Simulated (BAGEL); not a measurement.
# One shape, several levels: singlet C2H3AlN−

We compute a comparison of 5 runs (HF/6-31G*, B3LYP/6-31G*, B3LYP/def2-SVPD, PBE0/def2-SVPD, RI-MP2/def2-SVPD) of singlet C2H3AlN−. 

The results are computed with BAGEL 1.2.2.

6 further runs of the same task are left out: 3 that didn't finish, 3 set aside as unsound or not needed. Runs told in other sessions of the task aren't counted.

**1. The system as given**

The species is C2H3AlN− (7 atoms), meant as a singlet with charge -1. As SMILES of the parent species, `[CH3][Al][C]#N`. The shape is that of a PBE0-D4/def2-TZVP optimisation. That shape belongs to the parent species and isn't relaxed for this state.

Bond lengths: C1–Al2 1.955 Å, Al2–C3 1.956 Å, C3–N4 1.156 Å, C1–H5 1.094 Å, C1–H6 1.094 Å, C1–H7 1.093 Å. Angles: C1–Al2–C3 116.5°, Al2–C3–N4 176.1°, Al2–C1–H5 110.7°, Al2–C1–H6 110.6°, Al2–C1–H7 110.6°, H5–C1–H6 107.1°, H5–C1–H7 108.9°, H6–C1–H7 108.9°.

**2. The energy at HF/6-31G(d) (density fitting with qzvpp-jkfit, spherical functions) (run 1)**

job.json reads:

```json
{ "bagel": [

{
  "title": "molecule",
  "basis": "6-31gs.json",
  "df_basis": "qzvpp-jkfit",
  "angstrom": "true",
  "geometry": [
    { "atom": "C", "xyz": [   -0.673300,    0.886300,   -0.395500 ] },
    { "atom": "Al", "xyz": [    0.922500,    0.335200,    0.590400 ] },
    { "atom": "C", "xyz": [    1.254700,   -1.588500,    0.707200 ] },
    { "atom": "N", "xyz": [    1.516400,   -2.708800,    0.817100 ] },
    { "atom": "H", "xyz": [   -0.404600,    1.537900,   -1.231600 ] },
    { "atom": "H", "xyz": [   -1.348300,    1.454900,    0.250400 ] },
    { "atom": "H", "xyz": [   -1.206400,    0.014900,   -0.783600 ] }
  ]
},
{ "title": "hf", "charge": -1 },
{ "title": "print", "file": "orbitals.molden", "orbitals": "true" }

]}
```

The basis set 6-31G* is read from a file made from the Basis Set Exchange's data (not shown).

Command:

```
$ BAGEL_NUM_THREADS=1 BAGEL job.json > job.out
```

The log of the run:

```text
* using 1 threads per process

  ===============================================================
  ===============================================================

  *** Geometry ***

  { "atom" : "C", "xyz" : [     -1.272353,      1.674864,     -0.747387 ] },
  { "atom" : "Al", "xyz" : [      1.743272,      0.633436,      1.115694 ] },
  { "atom" : "C", "xyz" : [      2.371039,     -3.001830,      1.336414 ] },
  { "atom" : "N", "xyz" : [      2.865581,     -5.118890,      1.544095 ] },
  { "atom" : "H", "xyz" : [     -0.764583,      2.906210,     -2.327387 ] },
  { "atom" : "H", "xyz" : [     -2.547918,      2.749363,      0.473187 ] },
  { "atom" : "H", "xyz" : [     -2.279766,      0.028157,     -1.480789 ] },

  Number of auxiliary basis functions:      409

  Since a DF basis is specified, we compute 2- and 3-index integrals:
    o Being stored without compression. Storage requirement is 0.014 GB

  Number of basis functions:       66
  Number of electrons      :       35

    * METHOD: MOLECULE                             0.15

  *** RHF ***

  === Nuclear Repulsion ===
   110.3068932683

      * DIIS with orbital gradients will be used.

  === RHF iteration (6-31gs.json) ===
      0       -373.58455648          0.02288971           0.04
      1       -373.74223893          0.01603157           0.04
      2       -373.81424568          0.00318514           0.04
      3       -373.81844986          0.00110524           0.04
      4       -373.81925161          0.00020774           0.04
      5       -373.81929663          0.00008951           0.04
      6       -373.81930665          0.00004517           0.04
      7       -373.81930927          0.00001578           0.04
      8       -373.81930962          0.00000744           0.04
      9       -373.81930969          0.00000400           0.04
     10       -373.81930970          0.00000187           0.04
     11       -373.81930970          0.00000060           0.04
     12       -373.81930970          0.00000022           0.04
     13       -373.81930970          0.00000010           0.04
     14       -373.81930970          0.00000004           0.04
     15       -373.81930970          0.00000002           0.04
     16       -373.81930970          0.00000002           0.04
     17       -373.81930970          0.00000001           0.04
    * SCF iteration converged.

    * Permanent dipole moment:
           (    1.544819,     0.371827,     0.997763) a.u.

    * METHOD: HF                                   0.75

    * METHOD: PRINT                                0.01

  ===============================================================
```

Wall time 1.1 s (1 thread of Arm Neoverse V2, shared host); peak memory 0.085 GiB.

**3. The energy at B3LYP/6-31G(d) (density fitting with qzvpp-jkfit, spherical functions) (run 2)**

input.json reads:

```json
{ "bagel" : [

{
  "title" : "molecule",
  "basis" : "6-31gs.json",
  "df_basis" : "qzvpp-jkfit",
  "angstrom" : true,
  "geometry" : [
    { "atom" : "C", "xyz" : [   -0.673300,    0.886300,   -0.395500 ] },
    { "atom" : "Al", "xyz" : [    0.922500,    0.335200,    0.590400 ] },
    { "atom" : "C", "xyz" : [    1.254700,   -1.588500,    0.707200 ] },
    { "atom" : "N", "xyz" : [    1.516400,   -2.708800,    0.817100 ] },
    { "atom" : "H", "xyz" : [   -0.404600,    1.537900,   -1.231600 ] },
    { "atom" : "H", "xyz" : [   -1.348300,    1.454900,    0.250400 ] },
    { "atom" : "H", "xyz" : [   -1.206400,    0.014900,   -0.783600 ] }
  ]
},
{
  "title" : "ks",
  "xc_func" : "b3lyp",
  "charge" : -1
},
{
  "title" : "print",
  "file" : "orbitals.molden",
  "orbitals" : true
}

]}
```

The basis set 6-31G* is read from a file made from the Basis Set Exchange's data (not shown).

Command:

```
$ BAGEL_NUM_THREADS=1 BAGEL input.json > input.out
```

The log of the run:

```text
* using 1 threads per process

  ===============================================================
  ===============================================================

  *** Geometry ***

  { "atom" : "C", "xyz" : [     -1.272353,      1.674864,     -0.747387 ] },
  { "atom" : "Al", "xyz" : [      1.743272,      0.633436,      1.115694 ] },
  { "atom" : "C", "xyz" : [      2.371039,     -3.001830,      1.336414 ] },
  { "atom" : "N", "xyz" : [      2.865581,     -5.118890,      1.544095 ] },
  { "atom" : "H", "xyz" : [     -0.764583,      2.906210,     -2.327387 ] },
  { "atom" : "H", "xyz" : [     -2.547918,      2.749363,      0.473187 ] },
  { "atom" : "H", "xyz" : [     -2.279766,      0.028157,     -1.480789 ] },

  Number of auxiliary basis functions:      409

  Since a DF basis is specified, we compute 2- and 3-index integrals:
    o Being stored without compression. Storage requirement is 0.014 GB

  Number of basis functions:       66
  Number of electrons      :       35

    * METHOD: MOLECULE                             0.15

  *** Kohn-Sham DFT ***

    * Removing 11638 points whose weight is below 1.00e-10
    * Grid points: 92704

  === Nuclear Repulsion ===
   110.3068932683

       - DIIS with orbital gradients will be used.

  === KS iteration (b3lyp / 6-31gs.json) ===
      0       -345.91945535          0.13038064           0.23
      1       -324.56976400          0.13561706           0.22
      2       -321.58652122          0.13865161           0.22
      3       -357.74193700          0.18564615           0.22
      4       -374.61029042          0.04444461           0.22
      5       -374.44756951          0.05138884           0.24
      6       -375.16958159          0.00774543           0.22
      7       -375.17236934          0.00786645           0.22
      8       -375.18327116          0.00489338           0.22
      9       -375.19406673          0.00027681           0.22
     10       -375.19410056          0.00011791           0.22
     11       -375.19410357          0.00009164           0.21
     12       -375.19410577          0.00001242           0.22
     13       -375.19410582          0.00000140           0.22
     14       -375.19410582          0.00000040           0.22
     15       -375.19410582          0.00000029           0.22
     16       -375.19410582          0.00000004           0.23
     17       -375.19410582          0.00000001           0.22
     18       -375.19410582          0.00000001           0.22
     19       -375.19410582          0.00000000           0.22
    * SCF iteration converged.

    * Permanent dipole moment:
           (    1.446784,     0.295287,     0.931712) a.u.

    * METHOD: KS                                   4.73

    * METHOD: PRINT                                0.01

  ===============================================================
```

It took 5.1 s on 1 thread of Arm Neoverse V2, shared host; peak memory 0.3 GiB.

Run 3 isn't shown in full; the table further down has it.

**4. The energy at PBE0/def2-SVPD (density fitting with qzvpp-jkfit) (run 4)**

calc.json reads:

```json
{ "bagel": [

{
  "title": "molecule",
  "basis": "def2-svpd.json",
  "df_basis": "qzvpp-jkfit",
  "angstrom": "true",
  "geometry": [
    { "atom": "C", "xyz": [   -0.673300,    0.886300,   -0.395500 ] },
    { "atom": "Al", "xyz": [    0.922500,    0.335200,    0.590400 ] },
    { "atom": "C", "xyz": [    1.254700,   -1.588500,    0.707200 ] },
    { "atom": "N", "xyz": [    1.516400,   -2.708800,    0.817100 ] },
    { "atom": "H", "xyz": [   -0.404600,    1.537900,   -1.231600 ] },
    { "atom": "H", "xyz": [   -1.348300,    1.454900,    0.250400 ] },
    { "atom": "H", "xyz": [   -1.206400,    0.014900,   -0.783600 ] }
  ]
},
{
  "title": "ks",
  "xc_func": "pbe0",
  "charge": -1
},
{
  "title": "print",
  "file": "orbitals.molden",
  "orbitals": "true"
}

]}
```

The basis set def2-SVPD is read from a file made from the Basis Set Exchange's data (not shown).

Command:

```
$ BAGEL_NUM_THREADS=1 BAGEL calc.json > calc.out
```

The log of the run:

```text
* using 1 threads per process

  ===============================================================
  ===============================================================

  *** Geometry ***

  { "atom" : "C", "xyz" : [     -1.272353,      1.674864,     -0.747387 ] },
  { "atom" : "Al", "xyz" : [      1.743272,      0.633436,      1.115694 ] },
  { "atom" : "C", "xyz" : [      2.371039,     -3.001830,      1.336414 ] },
  { "atom" : "N", "xyz" : [      2.865581,     -5.118890,      1.544095 ] },
  { "atom" : "H", "xyz" : [     -0.764583,      2.906210,     -2.327387 ] },
  { "atom" : "H", "xyz" : [     -2.547918,      2.749363,      0.473187 ] },
  { "atom" : "H", "xyz" : [     -2.279766,      0.028157,     -1.480789 ] },

  Number of auxiliary basis functions:      409

  Since a DF basis is specified, we compute 2- and 3-index integrals:
    o Being stored without compression. Storage requirement is 0.038 GB

  Number of basis functions:      108
  Number of electrons      :       35

    * METHOD: MOLECULE                             0.18

  *** Kohn-Sham DFT ***

    * Removing 11638 points whose weight is below 1.00e-10
    * Grid points: 92704

  === Nuclear Repulsion ===
   110.3068932683

       - DIIS with orbital gradients will be used.

  === KS iteration (pbe0 / def2-svpd.json) ===
      0       -344.15354755          0.09524991           0.37
      1       -325.82613116          0.13525924           0.37
      2       -322.96356084          0.12375219           0.37
      3       -350.48689023          0.11717295           0.37
      4       -355.10974610          0.10924279           0.37
      5       -368.53247190          0.06548532           0.37
      6       -364.13204290          0.09514714           0.37
      7       -359.94860689          0.10458888           0.37
      8       -373.61282556          0.03275889           0.37
      9       -371.19137056          0.06365103           0.38
     10       -374.66845887          0.01207151           0.37
     11       -374.71577581          0.00715436           0.38
     12       -374.75321487          0.00153057           0.38
     13       -374.75461332          0.00035161           0.38
     14       -374.75466612          0.00017758           0.38
     15       -374.75468104          0.00003331           0.38
     16       -374.75468181          0.00000849           0.38
     17       -374.75468186          0.00000198           0.38
     18       -374.75468187          0.00000088           0.38
     19       -374.75468187          0.00000093           0.38
     20       -374.75468187          0.00000013           0.37
     21       -374.75468187          0.00000004           0.39
     22       -374.75468187          0.00000002           0.38
     23       -374.75468187          0.00000000           0.38
    * SCF iteration converged.

    * Permanent dipole moment:
           (    1.395762,     0.313033,     0.900354) a.u.

    * METHOD: KS                                   9.46

    * METHOD: PRINT                                0.02

  ===============================================================
```

Wall time 9.9 s (1 thread of Arm Neoverse V2, shared host); peak memory 0.46 GiB.

**5. A single-point energy at RI-MP2/def2-SVPD (density fitting with qzvpp-jkfit) (run 5)**

input.json reads:

```json
{ "bagel": [

{
  "title": "molecule",
  "basis": "def2-svpd.json",
  "df_basis": "qzvpp-jkfit",
  "angstrom": true,
  "geometry": [
    { "atom": "C", "xyz": [      -0.673300,       0.886300,      -0.395500 ] },
    { "atom": "Al", "xyz": [       0.922500,       0.335200,       0.590400 ] },
    { "atom": "C", "xyz": [       1.254700,      -1.588500,       0.707200 ] },
    { "atom": "N", "xyz": [       1.516400,      -2.708800,       0.817100 ] },
    { "atom": "H", "xyz": [      -0.404600,       1.537900,      -1.231600 ] },
    { "atom": "H", "xyz": [      -1.348300,       1.454900,       0.250400 ] },
    { "atom": "H", "xyz": [      -1.206400,       0.014900,      -0.783600 ] }
  ]
},

{
  "title": "hf",
  "charge": -1
},

{
  "title": "mp2",
  "charge": -1,
  "ncore": 8
}

]}
```

The basis set def2-SVPD is read from a file made from the Basis Set Exchange's data (not shown).

Command:

```
$ BAGEL_NUM_THREADS=1 BAGEL input.json > input.out
```

The log of the run:

```text
* using 1 threads per process

  ===============================================================
  ===============================================================

  *** Geometry ***

  { "atom" : "C", "xyz" : [     -1.272353,      1.674864,     -0.747387 ] },
  { "atom" : "Al", "xyz" : [      1.743272,      0.633436,      1.115694 ] },
  { "atom" : "C", "xyz" : [      2.371039,     -3.001830,      1.336414 ] },
  { "atom" : "N", "xyz" : [      2.865581,     -5.118890,      1.544095 ] },
  { "atom" : "H", "xyz" : [     -0.764583,      2.906210,     -2.327387 ] },
  { "atom" : "H", "xyz" : [     -2.547918,      2.749363,      0.473187 ] },
  { "atom" : "H", "xyz" : [     -2.279766,      0.028157,     -1.480789 ] },

  Number of auxiliary basis functions:      409

  Since a DF basis is specified, we compute 2- and 3-index integrals:
    o Being stored without compression. Storage requirement is 0.038 GB

  Number of basis functions:      108
  Number of electrons      :       35

    * METHOD: MOLECULE                             0.18

  *** RHF ***

  === Nuclear Repulsion ===
   110.3068932683

      * DIIS with orbital gradients will be used.

  === RHF iteration (def2-svpd.json) ===
      0       -373.41873869          0.01808592           0.07
      1       -373.59550810          0.01143963           0.07
      2       -373.66329843          0.00247947           0.07
      3       -373.66765183          0.00114986           0.07
      4       -373.66908298          0.00022038           0.07
      5       -373.66917580          0.00008439           0.07
      6       -373.66919250          0.00003967           0.07
      7       -373.66919621          0.00001075           0.07
      8       -373.66919644          0.00000547           0.07
      9       -373.66919650          0.00000283           0.07
     10       -373.66919652          0.00000124           0.07
     11       -373.66919652          0.00000034           0.07
     12       -373.66919652          0.00000016           0.07
     13       -373.66919652          0.00000008           0.07
     14       -373.66919652          0.00000002           0.07
     15       -373.66919652          0.00000001           0.07
     16       -373.66919652          0.00000001           0.07
    * SCF iteration converged.

    * Permanent dipole moment:
           (    1.544474,     0.433038,     1.000644) a.u.

    * METHOD: HF                                   1.33

  *** RHF ***

  === Nuclear Repulsion ===
   110.3068932683

      * DIIS with orbital gradients will be used.

  === RHF iteration (def2-svpd.json) ===
      0       -373.66919652          0.00000000           0.07
    * SCF iteration converged.

    * Permanent dipole moment:
           (    1.544474,     0.433038,     1.000644) a.u.

  === DF-MP2 calculation ===

    * freezing 8 orbitals
    * 3-index integral transformation done
    * assembly done

      MP2 correlation energy:   -0.5095625545      0.05

      MP2 total energy:       -374.1787590761

    * METHOD: MP2                                  0.19

  ===============================================================
```

It took 1.9 s on 1 thread of Arm Neoverse V2, shared host; peak memory 0.12 GiB.

**6. The series**

```
run                                                                 level  frozen core orbitals  energy (Eh)  HOMO energy (eV)  LUMO energy (eV)  HOMO–LUMO gap (eV)  wall time
  1     HF/6-31G* (density fitting with qzvpp-jkfit, spherical functions)                     –  -373.819310             -0.80              5.92                6.72      1.1 s
  2  B3LYP/6-31G* (density fitting with qzvpp-jkfit, spherical functions)                     –  -375.194106              1.18              3.22                2.04      5.1 s
  3                    B3LYP/def2-SVPD (density fitting with qzvpp-jkfit)                     –  -375.058528              0.53              2.76                2.22      9.9 s
  4                     PBE0/def2-SVPD (density fitting with qzvpp-jkfit)                     –  -374.754682              0.42              2.90                2.48      9.9 s
  5                   RI-MP2/def2-SVPD (density fitting with qzvpp-jkfit)                     8  -374.178759                 –                 –                   –      1.9 s
```

**7. Summary of results**

| quantity | value |
| --- | --- |
| run 5: total energy | -374.17876 Eh |
| run 5: correlation energy (8 core orbitals frozen) | -509.6 mEh |

**Reading.** Over runs 1, 2, 3, 4 the HOMO–LUMO gap runs from 2.04 eV (B3LYP/6-31G*) to 6.72 eV (HF/6-31G*). Exact exchange widens orbital gaps. The empty levels of an anion lie above zero and hang on the basis. Totals of different functionals can't be ranked against each other. In runs 2, 3, 4 the HOMO lies above zero, from self-interaction, a short basis or an electron that isn't bound. All runs together took 28 s, the longest 9.9 s.
